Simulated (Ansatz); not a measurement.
# Ba2Tl5V3O12: equation of state with PBE

Ba2Tl5V3O12:

```
Ba V Tl O
1.0
     6.65272    0.04946    0.02017
     2.86070    8.36464    0.00384
     2.68279    2.46936    9.19569
Ba V Tl O
2 3 5 12
Cartesian
  5.5442 0.4859 0.2246
  5.0453 8.8099 3.1356
  7.8851 6.7880 3.1058
  2.5747 2.3174 0.3028
  2.2646 2.2781 6.0800
  3.7845 4.2101 3.2255
  6.5448 4.4409 5.5815
  8.1264 9.0456 6.1615
  6.6930 4.4787 1.0881
  4.6212 7.2113 6.8375
  3.6229 2.1646 4.9879
  8.0188 5.0381 3.1811
  3.7266 2.1571 1.5981
  7.5372 1.8755 5.1646
  4.9576 6.4605 9.0991
  7.0474 7.3889 4.4933
  8.6870 3.8848 6.7562
  6.8904 7.1926 1.7495
  1.1117 1.6298 0.9364
  5.2975 9.5590 7.4268
  5.9074 3.9074 8.2110
  9.3999 7.5353 2.8601
```

The cell was built by a generator and needn't be a form met in nature.

```yaml
Program: Ansatz 0.2.0
Task: equation of state
Functional: PBE
Potentials_or_basis: Ansatz PAW
Cutoff: 420 eV
Density_cutoff: 1680 eV
k_mesh: 5 × 4 × 3
Occupations: fermi-dirac, width 0.05 eV
Spin: collinear spin, ferromagnetic start
Starting_moments: "[0.0, 0.0, 2.0, 2.0, 2.0, 0.0, 0.0, 0.0, 0.0, 0.0, 0.0, 0.0, 0.0, 0.0, 0.0, 0.0, 0.0, 0.0, 0.0, 0.0, 0.0, 0.0] μB"
```

* Equilibrium volume: 23.19 Å³/atom
* Bulk modulus at fixed shape and positions: 69 GPa
* Pressure derivative of the bulk modulus: 4.3

Energy against volume, from the lowest point:
```
volume (Å³/atom)  energy (meV/atom)
          21.793              20.12
          22.256               8.65
          22.720               2.11
          23.184               0.00
          23.648               1.93
          24.111               7.41
          24.575              16.13
```

All runs of the series together: 7.2 min on 8 threads of Intel(R) Xeon(R) 6975P-C (Granite Rapids), with other jobs on the host.

Caveat: the cell was scaled at fixed shape and fractional positions, which overstates the stiffness of a crystal with free parameters, most of all of layers and chains. The run has no spin-orbit coupling, so splittings on Ba, Tl are missing.
